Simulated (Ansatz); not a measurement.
**CH₄OSSi: small, medium and large basis sets**

How large a basis does CH₄OSSi need? Two functionals are run in growing sets.

Method: one geometry, several basis sets; program: Ansatz 0.2.0, Gaussian basis.

Levels to be run: PBE0-D4/def2-SVP; ωB97M-V/def2-SVP; PBE0-D4/def2-QZVPP; ωB97M-V/def2-QZVPP; the functionals' def2-TZVPP values are taken from earlier runs.

## Step 1: Structure used throughout

An earlier PBE0-D4 in a triple-zeta def2 set relaxation fixed the geometry.

SMILES `O=CS[SiH3]`, 8 atoms, charge 0, spin multiplicity 1.

Atoms are counted from 1 here; the program's logs count them from 0.

Bond lengths: O1–C2 1.199 Å, C2–S3 1.765 Å, C2–H5 1.104 Å, S3–Si4 2.163 Å, Si4–H6 1.479 Å, Si4–H7 1.479 Å, Si4–H8 1.484 Å. Angles: O1–C2–S3 124.8°, O1–C2–H5 123.0°, S3–C2–H5 112.1°, C2–S3–Si4 95.3°, S3–Si4–H6 110.3°, S3–Si4–H7 110.3°, S3–Si4–H8 103.0°, H6–Si4–H7 112.0°, H6–Si4–H8 110.4°, H7–Si4–H8 110.4°.

Geometry (Å):

```xyz
8
charge 0, multiplicity 1
O     1.3657   -0.8487    0.8344
C     1.6401    0.1616    0.2499
S     0.4860    1.1548   -0.6434
Si   -1.2246   -0.1007   -0.2239
H     2.6622    0.5766    0.2132
H    -1.4804   -0.1514    1.2320
H    -1.0254   -1.4493   -0.7977
H    -2.3315    0.6000   -0.9201
```

## Step 2: PBE0-D4 in def2-SVP

in.yaml

```yaml
crystal:
  periodic: [false, false, false]
  atoms:
    - {symbol: O, position_ang: [1.365728, -0.848699, 0.834367]}
    - {symbol: C, position_ang: [1.640106, 0.161552, 0.249866]}
    - {symbol: S, position_ang: [0.485972, 1.154759, -0.643376]}
    - {symbol: Si, position_ang: [-1.224624, -0.100716, -0.223937]}
    - {symbol: H, position_ang: [2.662162, 0.576637, 0.213157]}
    - {symbol: H, position_ang: [-1.480356, -0.151442, 1.231950]}
    - {symbol: H, position_ang: [-1.025363, -1.449276, -0.797736]}
    - {symbol: H, position_ang: [-2.331524, 0.599986, -0.920091]}
basis:
  gaussian: {orbitals: def2-SVP}
hamiltonian: {xc: pbe0, dispersion: d4}
output: {orbitals: {seedname: orbitals}}
```

The run is started by

```
$ ansatz run in.yaml --threads 2 --pin off --events-out ev --progress --plain --max-ram 4352MiB
```

What it wrote:

```text
Functional definition: PBE0
  name "PBE0"
  cite "Adamo & Barone, J. Chem. Phys. 110, 6158 (1999) doi:10.1063/1.478522"
  cite "Perdew, Burke & Ernzerhof, Phys. Rev. Lett. 77, 3865 (1996) doi:10.1103/PhysRevLett.77.3865"
  parent pbe
  parameter a = 0.25
  parameter kappa = 0.804
  parameter beta = 0.06672455060314922
  exchange = (1 - a)*pbe_x(kappa = kappa, mu = beta*pi^2/3) + a*exact_x
  correlation = pbe_c(beta = beta)
803 factors; integrals over basis functions are off by at most 1.2e-3 eV
mean field evaluation 1: about -21840.1683 eV, gradient 4.0e1 eV
mean field evaluation 2: about -21827.8549 eV, gradient 8.8e1 eV
mean field evaluation 4: about -21843.4027 eV, gradient 4.7e0 eV
mean field evaluation 8: about -21843.5786 eV, gradient 2.6e-1 eV
mean field evaluation 16: about -21843.5788 eV, gradient 2.1e-5 eV
mean field -21843.57881909 eV, -802.7367154919 hartree, gradient 2.2e-5 eV, S^2 0.000000; 0 other end points of the search recorded, 0 dependent functions left out
reference -21843.57884068 eV, -802.7367162855 hartree; 24, 24 occupied and 60, 60 virtual orbitals, 803 factors
Total energy: -21843.73494898 eV, -802.7424531596 hartree
```

Wall time 1.2 s (2 threads of Arm Neoverse V1, shared host).

## Step 3: ωB97M-V in def2-SVP

Changes to in.yaml since step 2:

```diff
@@ -13,3 +13,3 @@
   gaussian: {orbitals: def2-SVP}
-hamiltonian: {xc: pbe0, dispersion: d4}
+hamiltonian: {xc: {name: wB97M-V}}
 output: {orbitals: {seedname: orbitals}}
```

Same command.

What it wrote, cut to the lines that bear on the results:

```text
Functional definition: wB97M-V
  name "wB97M-V"
  cite "Mardirossian & Head-Gordon, J. Chem. Phys. 144, 214110 (2016) doi:10.1063/1.4952647"
  cite "Becke, J. Chem. Phys. 107, 8554 (1997) doi:10.1063/1.475007"
  cite "Vydrov & Van Voorhis, J. Chem. Phys. 133, 244103 (2010) doi:10.1063/1.3521275"
  # Of w^i u^j: cxij and so on, Table III.
[...]
  gx(w, u) = 1 - cx + cx01*u + cx10*w
  gss(w, u) = css00 + css04*u^4 + css10*w + css20*w^2 + css43*w^4*u^3
  gos(w, u) = cos00 + cos10*w + (cos20 + cos21*u)*w^2 + (cos60 + cos61*u)*w^6
[...]
      + integral(e_c_pw_mod_opposite_spin*gos(b97_w_opposite, b97_u_opposite)) + vv10(b, c)
803 factors; integrals over basis functions are off by at most 1.2e-3 eV
255 factors; integrals over basis functions are off by at most 9.2e-6 eV
[...]
mean field -21851.74515649 eV, -803.0368228563 hartree, gradient 7.7e-5 eV, S^2 0.000000; 0 other end points of the search recorded, 0 dependent functions left out
reference -21851.74519349 eV, -803.0368242161 hartree; 24, 24 occupied and 60, 60 virtual orbitals, 803 factors
Total energy: -21851.74519349 eV, -803.0368242161 hartree
```

Run time: 6 s. Hardware: 2 threads of Arm Neoverse V1, shared host.

## Step 4: PBE0-D4 in def2-QZVPP

Changes to in.yaml since step 3:

```diff
@@ -12,4 +12,4 @@
 basis:
-  gaussian: {orbitals: def2-SVP}
-hamiltonian: {xc: {name: wB97M-V}}
+  gaussian: {orbitals: "def2-QZVPP.json"}
+hamiltonian: {xc: pbe0, dispersion: d4}
 output: {orbitals: {seedname: orbitals}}
```

The command is unchanged.

What it wrote:

```text
Functional definition: PBE0
  name "PBE0"
  cite "Adamo & Barone, J. Chem. Phys. 110, 6158 (1999) doi:10.1063/1.478522"
  cite "Perdew, Burke & Ernzerhof, Phys. Rev. Lett. 77, 3865 (1996) doi:10.1103/PhysRevLett.77.3865"
  parent pbe
  parameter a = 0.25
  parameter kappa = 0.804
  parameter beta = 0.06672455060314922
  exchange = (1 - a)*pbe_x(kappa = kappa, mu = beta*pi^2/3) + a*exact_x
  correlation = pbe_c(beta = beta)
1354 factors; their error is unknown
mean field evaluation 1: about -21849.9747 eV, gradient 4.9e1 eV
mean field evaluation 2: about -21832.2518 eV, gradient 1.0e2 eV
mean field evaluation 4: about -21854.3791 eV, gradient 7.9e0 eV
mean field evaluation 8: about -21854.5093 eV, gradient 1.5e-1 eV
mean field evaluation 16: about -21854.5287 eV, gradient 1.1e-4 eV
mean field -21854.52871118 eV, -803.1391166043 hartree, gradient 2.0e-5 eV, S^2 0.000000; 0 other end points of the search recorded, 0 dependent functions left out
reference -21854.52874665 eV, -803.1391179077 hartree; 24, 24 occupied and 350, 350 virtual orbitals, 1354 factors
Total energy: -21854.68485495 eV, -803.1448547819 hartree
```

It took 9.5 s on 2 threads of Arm Neoverse V1, shared host; peak memory 1.1 GiB.

## Step 5: ωB97M-V in def2-QZVPP

Changes to in.yaml since step 4:

```diff
@@ -13,3 +13,3 @@
   gaussian: {orbitals: "def2-QZVPP.json"}
-hamiltonian: {xc: pbe0, dispersion: d4}
+hamiltonian: {xc: {name: wB97M-V}}
 output: {orbitals: {seedname: orbitals}}
```

Launched as before.

What it wrote, cut to the lines that bear on the results:

```text
Functional definition: wB97M-V
  name "wB97M-V"
  cite "Mardirossian & Head-Gordon, J. Chem. Phys. 144, 214110 (2016) doi:10.1063/1.4952647"
  cite "Becke, J. Chem. Phys. 107, 8554 (1997) doi:10.1063/1.475007"
  cite "Vydrov & Van Voorhis, J. Chem. Phys. 133, 244103 (2010) doi:10.1063/1.3521275"
  # Of w^i u^j: cxij and so on, Table III.
[...]
  gx(w, u) = 1 - cx + cx01*u + cx10*w
  gss(w, u) = css00 + css04*u^4 + css10*w + css20*w^2 + css43*w^4*u^3
  gos(w, u) = cos00 + cos10*w + (cos20 + cos21*u)*w^2 + (cos60 + cos61*u)*w^6
[...]
      + integral(e_c_pw_mod_opposite_spin*gos(b97_w_opposite, b97_u_opposite)) + vv10(b, c)
1306 factors; their error is unknown
299 factors; integrals over basis functions are off by at most 1.3e-5 eV
[...]
mean field -21862.76366776 eV, -803.4417456769 hartree, gradient 1.2e-5 eV, S^2 0.000000; 0 other end points of the search recorded, 0 dependent functions left out
reference -21862.76372638 eV, -803.4417478310 hartree; 24, 24 occupied and 350, 350 virtual orbitals, 1306 factors
Total energy: -21862.76372638 eV, -803.4417478310 hartree
```

Wall time 23 s (2 threads of Arm Neoverse V1, shared host); peak memory 1.2 GiB.

## Step 6: Functionals by basis

The def2-TZVPP values come from earlier runs at the same geometry.

```tsv
functional	basis	functions	energy (eV)	from the largest (eV)	HOMO (eV)	LUMO (eV)
PBE0-D4	def2-SVP	84	-21843.7349	10.950	-7.96	-0.99
PBE0-D4	def2-TZVPP	202	-21853.9227	0.762	-8.04	-1.22
PBE0-D4	def2-QZVPP	374	-21854.6849	0.000	-8.06	-1.28
ωB97M-V	def2-SVP	84	-21851.7452	11.019	-10.03	1.37
ωB97M-V	def2-TZVPP	202	-21862.0468	0.717	-10.15	1.03
ωB97M-V	def2-QZVPP	374	-21862.7637	0.000	-10.18	0.92
```

## Step 7: Outcome

```
                                       quantity           value
PBE0-D4: double and triple zeta above quadruple  10.95, 0.76 eV
ωB97M-V: double and triple zeta above quadruple  11.02, 0.72 eV
```

For PBE0-D4 the step from double to triple zeta gains 10.19 eV and the next only 0.76 eV. These are total energies; as a rule much of such shifts cancels in differences, which this series doesn't test.

For PBE0-D4 the largest set took about 8 times as long as the smallest (9.5 s against 1.2 s).
